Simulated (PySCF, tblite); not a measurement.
# C₅H₈O₂: Lewis adducts, NMR shifts, part 2 of 3

tblite 0.8.0 and PySCF 2.14.0. Atoms count from 0. Earlier steps stand in the parts before.

## (8) Infrared spectrum with GFN2-xTB

Job settings and geometry (Å):

```
{"job": {"kind": "ir", "xc": "GFN2-xTB", "basis": "xTB"}, "charge": -1, "multiplicity": 1}
O      2.831205    -0.421370     0.932060
C      1.940232     0.458927     0.618815
C      0.445767    -0.075786     0.555148
C     -0.606587     0.965762     0.183993
C     -1.733334     0.106471    -0.389844
O     -1.140422    -1.055583    -0.937036
C      0.242668    -1.102044    -0.548570
H      2.091028     0.964582    -0.410539
H      0.209444    -0.525651     1.524923
H     -0.936525     1.569260     1.029086
H     -0.202706     1.628370    -0.586565
H     -2.305475     0.613154    -1.179681
H     -2.438598    -0.190405     0.404719
H      0.862525    -0.848120    -1.418701
H      0.482600    -2.119496    -0.236200
H      1.866434     1.357796     1.343141
```

Standard output:

```text
mode    cm-1     km/mol
  1      78.3      5.72
  2      93.6     12.55
  3     135.4      5.65
  4     211.1      4.13
  5     382.5      1.61
  6     414.8      0.71
  7     590.6     22.86
  8     662.9      9.61
  9     841.9     52.34
 10     867.3      5.46
 11     927.8     42.41
 12     932.5      1.62
 13     966.2      2.17
 14     981.4     10.37
 15    1007.6     65.27
 16    1070.6     97.93
 17    1117.4     20.25
 18    1130.0     10.12
 19    1150.7     11.22
 20    1183.6      7.50
 21    1196.0      6.09
 22    1229.1     48.19
 23    1250.4    417.14
 24    1255.6      6.65
 25    1290.0      9.61
 26    1297.0      7.36
 27    1312.8     19.25
 28    1319.5     13.73
 29    1383.4    152.40
 30    1483.7      2.57
 31    1495.3     16.03
 32    1506.1     12.07
 33    1509.5    101.11
 34    2042.0    616.86
 35    2276.4    453.48
 36    2809.9    101.40
 37    2875.5    116.48
 38    2881.3     58.60
 39    2930.3     66.16
 40    2948.3    104.81
 41    2974.9     70.46
 42    2991.3     78.98
ZPE 340.963  H(298)-E 362.004  G(298)-E 258.694 kJ/mol  S 346.50 J/(mol K)
```

Wall time 0.34 s (1 thread of Arm Neoverse V2, shared host); peak memory 0.39 GiB.

Which atoms move in the most intense modes:

| cm⁻¹ | km/mol | atoms |
| --- | --- | --- |
| 1250 | 417.1 | C1 47 %, O0 35 % |
| 1383 | 152.4 | H7 41 %, H15 38 %, C1 11 % |
| 1510 | 101.1 | H15 37 %, H7 37 % |
| 2042 | 616.9 | H7 47 %, H15 47 % |
| 2276 | 453.5 | H15 49 %, H7 49 % |
| 2810 | 101.4 | H12 79 %, H11 13 % |
| 2876 | 116.5 | H11 81 %, H12 14 % |
| 2948 | 104.8 | H10 87 % |

## (9) Optimising the geometry at PBE0-D3(BJ)/ma-def2-SVP

This step treats C₅H₉O₂−, `[O-]C[C@H]1CCOC1`.

The job, as its differences from that of step 8:

```diff
@@ -1,2 +1,2 @@
-{"job": {"kind": "ir", "xc": "GFN2-xTB", "basis": "xTB"}, "charge": -1, "multiplicity": 1}
+{"job": {"xc": "PBE0", "basis": "ma-def2-SVP", "d3": "d3bj", "grid": 1, "kind": "geom"}, "charge": -1, "multiplicity": 1}
 O      2.831205    -0.421370     0.932060
```

Standard output:

```text
step   0  E = -345.75164451  max force = 0.018775
step   1  E = -345.75256613  max force = 0.005345
step   2  E = -345.75299613  max force = 0.009107
step   3  E = -345.75329758  max force = 0.002900
step   4  E = -345.75331426  max force = 0.000734
step   5  E = -345.75331147  max force = 0.000419
step   6  E = -345.75331353  max force = 0.000214
optimisation converged
```

Run time: 69 s. Hardware: 1 thread of Arm Neoverse V2, shared host; peak memory 0.69 GiB.

Step by step:

```csv
step,energy from step 0 (eV),largest force component (eV/Å)
0,0.0000,0.9654
1,-0.0251,0.2749
2,-0.0368,0.4683
3,-0.0450,0.1491
4,-0.0454,0.0377
5,-0.0454,0.0215
6,-0.0454,0.0110
```

Close pairs (by a distance rule), those that changed most:

| bond | before (Å) | after (Å) | change (Å) |
| --- | --- | --- | --- |
| C1–C2 | 1.589 | 1.553 | -0.035 |
| O0–C1 | 1.291 | 1.318 | +0.027 |
| C3–H10 | 1.094 | 1.106 | +0.013 |
| C3–H9 | 1.090 | 1.101 | +0.012 |
| C2–H8 | 1.095 | 1.106 | +0.012 |
| C1–H15 | 1.157 | 1.147 | -0.010 |
| C6–H13 | 1.098 | 1.107 | +0.009 |
| C6–H14 | 1.091 | 1.100 | +0.009 |

The end geometry stands in the next job.

| at the end point | value |
| --- | --- |
| point group (found at 0.08 Å tolerance) | C1 |
| rotational constants (GHz, main isotopes) | 6.169, 1.760, 1.462 |

## (10) Harmonic vibrations (C₅H₉O₂−): PBE0-D3(BJ)/ma-def2-SVP

Job settings and geometry (Å):

```
{"job": {"xc": "PBE0", "basis": "ma-def2-SVP", "d3": "d3bj", "grid": 2, "kind": "hessian"}, "charge": -1, "multiplicity": 1}
O      2.638616    -0.233069     1.407106
C      1.715732     0.609947     0.989617
C      0.365656    -0.051875     0.599744
C     -0.716636     0.878974     0.060925
C     -1.601241    -0.064953    -0.740736
O     -0.761219    -1.091932    -1.223028
C      0.505596    -1.037371    -0.549437
H      1.987564     1.211743     0.046969
H     -0.009636    -0.585084     1.493631
H     -1.268929     1.413699     0.849724
H     -0.248613     1.634446    -0.597735
H     -2.105102     0.418160    -1.599504
H     -2.394764    -0.499543    -0.096100
H      1.279891    -0.683044    -1.257498
H      0.783932    -2.049830    -0.222629
H      1.424712     1.435727     1.730130
```

Standard output:

```text
coarse grid: 13184 points
cycle   1  E = -345.4575594909  dE =  8.944e-01  |g| = 1.003e+00  |ddm| = 4.738e+00
cycle   2  E = -340.1941538195  dE =  5.263e+00  |g| = 3.114e+00  |ddm| = 1.894e+03
cycle   3  E = -345.5665043254  dE = -5.372e+00  |g| = 6.872e-01  |ddm| = 1.894e+03
cycle   4  E = -345.6670379035  dE = -1.005e-01  |g| = 3.027e-01  |ddm| = 1.777e+00
cycle   5  E = -345.6883288546  dE = -2.129e-02  |g| = 1.028e-01  |ddm| = 2.219e+00
cycle   6  E = -345.6901363637  dE = -1.808e-03  |g| = 4.641e-02  |ddm| = 1.314e+00
cycle   7  E = -345.6905988308  dE = -4.625e-04  |g| = 7.279e-03  |ddm| = 7.261e-02
cycle   8  E = -345.6906112169  dE = -1.239e-05  |g| = 1.842e-03  |ddm| = 3.082e-02
cycle   9  E = -345.6906118745  dE = -6.576e-07  |g| = 6.468e-04  |ddm| = 8.876e-03
final grid: 126808 points
cycle  10  E = -345.7532956275  dE = -2.277e-05  |g| = 1.304e-02  |ddm| = 1.336e-01
cycle  11  E = -345.7532377834  dE =  5.784e-05  |g| = 2.165e-02  |ddm| = 1.330e-01
cycle  12  E = -345.7533283460  dE = -9.056e-05  |g| = 2.201e-03  |ddm| = 1.210e-01
cycle  13  E = -345.7533294236  dE = -1.078e-06  |g| = 3.235e-04  |ddm| = 2.475e-02
cycle  14  E = -345.7533294394  dE = -1.583e-08  |g| = 1.702e-04  |ddm| = 3.075e-03
cycle  15  E = -345.7533294454  dE = -6.015e-09  |g| = 2.340e-05  |ddm| = 6.862e-04
cycle  16  E = -345.7533294455  dE = -1.180e-10  |g| = 8.892e-06  |ddm| = 1.674e-04
cycle  17  E = -345.7533294455  dE = -2.046e-11  |g| = 1.544e-06  |ddm| = 7.794e-05
converged SCF energy = -345.7533294455

mode    cm-1
  1      81.5
  2     123.4
  3     142.1
  4     239.9
  5     406.6
  6     428.8
  7     604.8
  8     683.9
  9     858.2
 10     885.6
 11     923.3
 12     934.6
 13     963.1
 14     992.1
 15    1039.9
 16    1128.7
 17    1142.6
 18    1149.9
 19    1179.7
 20    1210.4
 21    1219.5
 22    1247.8
 23    1258.9
 24    1266.4
 25    1290.4
 26    1323.5
 27    1347.5
 28    1373.6
 29    1386.2
 30    1447.5
 31    1456.3
 32    1485.7
 33    1500.3
 34    2503.7
 35    2575.6
 36    2969.7
 37    3019.1
 38    3024.7
 39    3034.2
 40    3041.4
 41    3114.4
 42    3128.4
ZPE 353.701  H(298)-E 374.206  G(298)-E 272.030 kJ/mol  S 342.70 J/(mol K)
```

It took 12 min on 1 thread of Arm Neoverse V2, shared host; peak memory 2.5 GiB.

Zero-point energy 353.70 kJ/mol (xTB gave 340.96).

## (11) Single point (C5H9O2−): wB97X-D3(BJ)/ma-def2-SVP

Geometry: PBE0-D3(BJ)/ma-def2-SVP.

The job, as its differences from that of step 10:

```diff
@@ -1,2 +1,2 @@
-{"job": {"xc": "PBE0", "basis": "ma-def2-SVP", "d3": "d3bj", "grid": 2, "kind": "hessian"}, "charge": -1, "multiplicity": 1}
+{"job": {"kind": "sp", "xc": "wB97X", "basis": "ma-def2-SVP", "d3": "d3bj", "grid": 2}, "charge": -1, "multiplicity": 1}
 O      2.638616    -0.233069     1.407106
```

Standard output:

```text
coarse grid: 13184 points
cycle   1  E = -345.9768408065  dE =  1.190e+00  |g| = 1.026e+00  |ddm| = 4.667e+00
cycle   2  E = -345.5586422594  dE =  4.182e-01  |g| = 1.724e+00  |ddm| = 2.447e+02
cycle   3  E = -346.2006181716  dE = -6.420e-01  |g| = 1.981e-01  |ddm| = 2.379e+02
cycle   4  E = -346.2077752728  dE = -7.157e-03  |g| = 1.091e-01  |ddm| = 1.861e+00
cycle   5  E = -346.2101433209  dE = -2.368e-03  |g| = 1.476e-02  |ddm| = 2.342e+00
cycle   6  E = -346.2102399986  dE = -9.668e-05  |g| = 6.094e-03  |ddm| = 9.715e-01
cycle   7  E = -346.2102586869  dE = -1.869e-05  |g| = 1.459e-03  |ddm| = 3.935e-01
cycle   8  E = -346.2102615470  dE = -2.860e-06  |g| = 5.068e-04  |ddm| = 1.874e-01
final grid: 126808 points
cycle   9  E = -346.2725698161  dE = -2.653e-05  |g| = 8.078e-03  |ddm| = 6.898e-02
cycle  10  E = -346.2725653166  dE =  4.500e-06  |g| = 9.737e-03  |ddm| = 2.966e-02
cycle  11  E = -346.2725821400  dE = -1.682e-05  |g| = 4.530e-04  |ddm| = 2.548e-02
cycle  12  E = -346.2725821816  dE = -4.156e-08  |g| = 3.233e-04  |ddm| = 5.613e-03
cycle  13  E = -346.2725822081  dE = -2.658e-08  |g| = 6.016e-05  |ddm| = 5.602e-03
cycle  14  E = -346.2725822102  dE = -2.017e-09  |g| = 2.288e-05  |ddm| = 2.204e-03
converged SCF energy = -346.2725822102
```

It took 13 s on 1 thread of Arm Neoverse V2, shared host; peak memory 0.89 GiB.

## (12) Relaxing the molecule with GFN2-xTB

This step treats C5H9O3−, `[O-][C@@H](O)[C@H]1CCOC1`.

Job settings and geometry (Å):

```
{"job": {"kind": "relax", "xc": "GFN2-xTB", "basis": "xTB"}, "charge": -1, "multiplicity": 1}
O      2.776100     0.369800     1.199400
C      1.883300     0.382100     0.347900
C      0.526100    -0.182900     0.562000
C     -0.561400     0.935000     0.343600
C     -1.618700     0.205200    -0.462300
O     -0.886100    -0.634800    -1.329300
C      0.147900    -1.198400    -0.556300
H      2.092100     0.812600    -0.645300
H      0.460700    -0.632900     1.558600
H     -0.945800     1.309700     1.324000
H     -0.151900     1.762500    -0.215800
H     -2.232300     0.873400    -1.096200
H     -2.308200    -0.379900     0.188500
H      0.997000    -1.447200    -1.222700
H     -0.198900    -2.129900    -0.075300
O      2.700000    -0.765600    -0.018500
H      3.244800    -1.515600    -0.307900
```

Standard output:

```text
step      E/eV     max force
  0    -747.13808   15.806
  1    -749.98235    6.621
  2    -751.25008    3.473
  3    -751.74243    2.294
  4    -751.96124    1.874
  5    -752.13278    1.831
  6    -752.37952    2.183
  7    -752.51874    1.335
  8    -752.65770    1.195
  9    -752.77883    1.555
 10    -752.88213    1.263
 11    -752.99808    1.243
 12    -753.08432    0.854
 13    -753.11994    1.089
 14    -753.14101    0.751
 15    -753.15820    0.396
 16    -753.17334    0.251
 17    -753.18726    0.269
 18    -753.20354    0.317
 19    -753.21942    0.319
 20    -753.23293    0.336
 21    -753.24347    0.261
 22    -753.25206    0.228
 23    -753.26027    0.301
 24    -753.26799    0.312
 25    -753.27477    0.237
 26    -753.28008    0.203
 27    -753.28405    0.154
 28    -753.28719    0.136
 29    -753.28951    0.149
 30    -753.29103    0.120
 31    -753.29212    0.082
 32    -753.29320    0.073
 33    -753.29448    0.090
 34    -753.29598    0.099
 35    -753.29778    0.102
 36    -753.30018    0.128
 37    -753.30368    0.187
 38    -753.30849    0.230
 39    -753.31413    0.222
 40    -753.31938    0.187
 41    -753.32236    0.236
 42    -753.32662    0.221
 43    -753.32958    0.259
 44    -753.33285    0.227
 45    -753.33480    0.163
 46    -753.33700    0.103
 47    -753.33852    0.091
 48    -753.33938    0.088
 49    -753.34016    0.095
 50    -753.34070    0.075
 51    -753.34161    0.059
 52    -753.34212    0.069
 53    -753.34316    0.071
 54    -753.34381    0.054
 55    -753.34432    0.054
 56    -753.34470    0.066
 57    -753.34512    0.062
 58    -753.34550    0.044
 59    -753.34582    0.041
 60    -753.34609    0.043
 61    -753.34639    0.045
 62    -753.34673    0.047
 63    -753.34708    0.048
 64    -753.34745    0.050
 65    -753.34785    0.048
 66    -753.34832    0.050
 67    -753.34883    0.055
 68    -753.34934    0.059
 69    -753.34992    0.059
 70    -753.35064    0.079
 71    -753.35153    0.079
 72    -753.35236    0.052
 73    -753.35290    0.056
 74    -753.35322    0.056
 75    -753.35351    0.050
 76    -753.35384    0.052
 77    -753.35426    0.043
 78    -753.35448    0.041
 79    -753.35466    0.036
 80    -753.35487    0.034
 81    -753.35510    0.034
 82    -753.35531    0.036
 83    -753.35554    0.045
 84    -753.35590    0.047
 85    -753.35649    0.064
 86    -753.35740    0.084
 87    -753.35859    0.085
 88    -753.36001    0.106
 89    -753.36162    0.131
 90    -753.36320    0.105
 91    -753.36426    0.148
 92    -753.36593    0.088
 93    -753.36723    0.065
 94    -753.36811    0.072
 95    -753.36865    0.047
 96    -753.36902    0.056
 97    -753.36938    0.056
 98    -753.36981    0.051
 99    -753.37015    0.050
100    -753.37037    0.043
101    -753.37052    0.031
102    -753.37067    0.025
103    -753.37079    0.021
104    -753.37083    0.020
105    -753.37087    0.016
106    -753.37089    0.012
107    -753.37092    0.011
108    -753.37094    0.011
109    -753.37096    0.008
```

It took 1.1 s on 1 thread of Arm Neoverse V2, shared host.

Step by step: (not every step is listed)

```
step  energy from step 0 (eV)  largest force (eV/Å)
   0                   0.0000               15.8059
   1                  -2.8443                6.6208
   2                  -4.1120                3.4733
   3                  -4.6044                2.2936
   4                  -4.8232                1.8744
   5                  -4.9947                1.8310
   6                  -5.2414                2.1828
   7                  -5.3807                1.3351
   8                  -5.5196                1.1948
  17                  -6.0492                0.2692
  26                  -6.1420                0.2025
  35                  -6.1597                0.1024
  44                  -6.1948                0.2270
  53                  -6.2051                0.0710
  62                  -6.2087                0.0473
  71                  -6.2135                0.0789
  80                  -6.2168                0.0336
  89                  -6.2235                0.1306
  98                  -6.2317                0.0505
 104                  -6.2328                0.0197
 105                  -6.2328                0.0156
 106                  -6.2328                0.0117
 107                  -6.2328                0.0108
 108                  -6.2329                0.0114
 109                  -6.2329                0.0082
```

Close pairs (by a distance rule), those that changed most:

| bond | before (Å) | after (Å) | change (Å) |
| --- | --- | --- | --- |
| C1–C2 | 1.486 | 1.584 | +0.099 |
| C2–C3 | 1.575 | 1.525 | -0.050 |
| C1–H7 | 1.102 | 1.144 | +0.042 |
| C1–O15 | 1.455 | 1.497 | +0.041 |
| O0–C1 | 1.234 | 1.273 | +0.040 |
| C2–C6 | 1.557 | 1.521 | -0.036 |
| C3–H9 | 1.118 | 1.087 | -0.031 |
| O5–C6 | 1.409 | 1.436 | +0.027 |

The next job starts from the end point, and lists it.

## (13) Harmonic vibrations with GFN2-xTB

Job settings and geometry (Å):

```
{"job": {"kind": "ir", "xc": "GFN2-xTB", "basis": "xTB"}, "charge": -1, "multiplicity": 1}
O      2.497320     0.841473     1.199982
C      2.062666     0.138724     0.231159
C      0.542446    -0.293390     0.339370
C     -0.413694     0.890548     0.240672
C     -1.709157     0.221889    -0.212622
O     -1.344680    -0.903653    -0.992104
C      0.052855    -1.171542    -0.801642
H      2.165089     0.594879    -0.813092
H      0.412555    -0.802336     1.299693
H     -0.516235     1.428167     1.179853
H     -0.051444     1.583074    -0.522404
H     -2.346088     0.873722    -0.824362
H     -2.298369    -0.117692     0.655848
H      0.587974    -0.922230    -1.727681
H      0.178151    -2.239527    -0.606673
O      2.793897    -1.157130     0.068219
H      3.311174    -1.201914     0.880178
```

Standard output:

```text
mode    cm-1     km/mol
  1      66.3      6.83
  2      81.8      7.27
  3     129.9      1.30
  4     151.8      2.07
  5     220.4     95.34
  6     324.7      6.00
  7     376.6     10.49
  8     433.5      9.63
  9     517.5      8.91
 10     627.0     13.78
 11     671.4     22.17
 12     779.9    332.77
 13     858.4     16.04
 14     896.4     45.67
 15     930.4     36.43
 16     960.6     17.25
 17     985.9     26.67
 18    1001.1     93.46
 19    1065.0     58.03
 20    1093.8     23.37
 21    1114.2      6.89
 22    1134.6      7.46
 23    1145.0     11.71
 24    1179.4      3.16
 25    1188.7      7.85
 26    1230.3      7.74
 27    1256.9     11.48
 28    1284.2     82.22
 29    1301.4      2.60
 30    1308.9      1.01
 31    1310.7     22.76
 32    1335.9     55.85
 33    1407.2    529.21
 34    1483.6      3.06
 35    1496.2      4.69
 36    1504.3      4.31
 37    2308.6    449.67
 38    2813.1    103.39
 39    2878.6     61.65
 40    2891.4    106.74
 41    2931.5     75.36
 42    2951.4     72.80
 43    2966.7     85.68
 44    3025.8     48.13
 45    3557.1      6.56
ZPE 353.963  H(298)-E 378.405  G(298)-E 267.599 kJ/mol  S 371.64 J/(mol K)
```

It took 0.41 s on 1 thread of Arm Neoverse V2, shared host; peak memory 0.49 GiB.

The strongest bands and the atoms that carry them (share of the mass-weighted mode):

| cm⁻¹ | km/mol | atoms |
| --- | --- | --- |
| 220 | 95.3 | H16 93 % |
| 780 | 332.8 | C1 65 %, O15 24 % |
| 1001 | 93.5 | C2 16 %, C4 13 %, C3 12 %, H11 11 % |
| 1407 | 529.2 | C1 50 %, H7 20 %, O0 17 % |
| 2309 | 449.7 | H7 95 % |
| 2813 | 103.4 | H12 85 % |
| 2891 | 106.7 | H11 86 % |
| 2967 | 85.7 | H10 90 % |

## (14) Optimising the geometry at PBE0-D3(BJ)/ma-def2-SVP

This step treats C5H9O3−, `[O-][C@@H](O)[C@H]1CCOC1`.

The job, as its differences from that of step 13:

```diff
@@ -1,2 +1,2 @@
-{"job": {"kind": "ir", "xc": "GFN2-xTB", "basis": "xTB"}, "charge": -1, "multiplicity": 1}
+{"job": {"xc": "PBE0", "basis": "ma-def2-SVP", "d3": "d3bj", "grid": 1, "kind": "geom"}, "charge": -1, "multiplicity": 1}
 O      2.497320     0.841473     1.199982
```

Standard output:

```text
step   0  E = -420.87967611  max force = 0.015517
step   1  E = -420.88117285  max force = 0.009015
step   2  E = -420.88141466  max force = 0.002987
step   3  E = -420.88160259  max force = 0.001235
step   4  E = -420.88159751  max force = 0.000746
step   5  E = -420.88158273  max force = 0.000565
step   6  E = -420.88157853  max force = 0.000453
step   7  E = -420.88158112  max force = 0.000154
optimisation converged
```

Run time: 1.8 min. Hardware: 1 thread of Arm Neoverse V2, shared host; peak memory 0.8 GiB.

Along the way:

```csv
step,energy from step 0 (eV),largest force component (eV/Å)
0,0.0000,0.7979
1,-0.0407,0.4636
2,-0.0473,0.1536
3,-0.0524,0.0635
4,-0.0523,0.0384
5,-0.0519,0.0291
6,-0.0518,0.0233
7,-0.0518,0.0079
```

Distances of close pairs at the start and the end, largest changes first:

```
  bond  before (Å)  after (Å)  change (Å)
 C1–C2       1.584      1.551      -0.033
 O0–C1       1.273      1.298      +0.024
C3–H10       1.092      1.105      +0.013
C1–O15       1.497      1.484      -0.012
 C3–H9       1.087      1.099      +0.012
 C2–H8       1.095      1.105      +0.010
C6–H14       1.093      1.102      +0.009
 C3–C4       1.527      1.518      -0.009
```

The end geometry stands in the next job.

```
                         at the end point                value
  point group (found at 0.08 Å tolerance)                   C1
rotational constants (GHz, main isotopes)  4.290, 1.389, 1.107
```

## (15) Harmonic vibrations (C5H9O3−): PBE0-D3(BJ)/ma-def2-SVP

Job settings and geometry (Å):

```
{"job": {"xc": "PBE0", "basis": "ma-def2-SVP", "d3": "d3bj", "grid": 2, "kind": "hessian"}, "charge": -1, "multiplicity": 1}
O      2.368833     1.082160     1.145180
C      2.006804     0.258382     0.210354
C      0.554484    -0.273878     0.323264
C     -0.494463     0.822882     0.196068
C     -1.730191     0.039479    -0.208901
O     -1.269135    -1.017415    -1.026944
C      0.125191    -1.238983    -0.774672
H      2.089292     0.663354    -0.854940
H      0.476601    -0.755095     1.314461
H     -0.611087     1.403631     1.122111
H     -0.196210     1.522815    -0.605718
H     -2.471737     0.624829    -0.781834
H     -2.246853    -0.367504     0.687126
H      0.687133    -1.041003    -1.707133
H      0.284627    -2.295075    -0.502624
O      2.858680    -0.956787     0.178183
H      3.463077    -0.726262     0.894839
```

Standard output:

```text
coarse grid: 14272 points
cycle   1  E = -420.5485371282  dE =  1.081e+00  |g| = 1.092e+00  |ddm| = 5.166e+00
cycle   2  E = -415.8702517226  dE =  4.678e+00  |g| = 3.082e+00  |ddm| = 2.138e+03
cycle   3  E = -420.5945410575  dE = -4.724e+00  |g| = 9.349e-01  |ddm| = 2.136e+03
cycle   4  E = -420.7769944772  dE = -1.825e-01  |g| = 2.847e-01  |ddm| = 1.751e+00
cycle   5  E = -420.7971336426  dE = -2.014e-02  |g| = 1.681e-01  |ddm| = 1.070e+00
cycle   6  E = -420.8023254609  dE = -5.192e-03  |g| = 5.227e-02  |ddm| = 7.311e-01
cycle   7  E = -420.8028897038  dE = -5.642e-04  |g| = 1.223e-02  |ddm| = 1.336e-01
cycle   8  E = -420.8029137596  dE = -2.406e-05  |g| = 6.233e-03  |ddm| = 3.320e-02
cycle   9  E = -420.8029211964  dE = -7.437e-06  |g| = 1.012e-03  |ddm| = 8.987e-03
final grid: 138016 points
cycle  10  E = -420.8816425624  dE = -3.586e-05  |g| = 1.479e-02  |ddm| = 2.317e-01
cycle  11  E = -420.8815760113  dE =  6.655e-05  |g| = 2.382e-02  |ddm| = 7.726e-02
cycle  12  E = -420.8816846391  dE = -1.086e-04  |g| = 1.831e-03  |ddm| = 6.462e-02
cycle  13  E = -420.8816853273  dE = -6.883e-07  |g| = 4.525e-04  |ddm| = 8.480e-03
cycle  14  E = -420.8816853606  dE = -3.334e-08  |g| = 1.854e-04  |ddm| = 2.319e-03
cycle  15  E = -420.8816853680  dE = -7.364e-09  |g| = 2.900e-05  |ddm| = 4.862e-04
cycle  16  E = -420.8816853682  dE = -1.834e-10  |g| = 9.339e-06  |ddm| = 1.402e-04
cycle  17  E = -420.8816853682  dE = -2.331e-11  |g| = 2.613e-06  |ddm| = 2.503e-05
converged SCF energy = -420.8816853682

mode    cm-1
  1      80.9
  2      99.5
  3     159.6
  4     184.1
  5     266.5
  6     341.8
  7     388.3
  8     457.8
  9     534.0
 10     631.7
 11     703.1
 12     854.5
 13     865.3
 14     915.5
 15     929.6
 16     962.2
 17     978.3
 18    1047.0
 19    1122.9
 20    1138.5
 21    1143.0
 22    1158.5
 23    1177.9
 24    1210.3
 25    1227.2
 26    1255.1
 27    1277.4
 28    1290.8
 29    1317.8
 30    1333.7
 31    1351.6
 32    1378.4
 33    1448.7
 34    1456.4
 35    1486.9
 36    1499.1
 37    2612.1
 38    2965.9
 39    3025.5
 40    3041.6
 41    3056.3
 42    3062.0
 43    3098.2
 44    3144.9
 45    3842.3
ZPE 367.988  H(298)-E 391.443  G(298)-E 282.780 kJ/mol  S 364.46 J/(mol K)
```

Wall time 17 min (1 thread of Arm Neoverse V2, shared host); peak memory 3 GiB.

Zero-point energy 367.99 kJ/mol (xTB gave 353.96).

(Continued in part 3 of 3.)
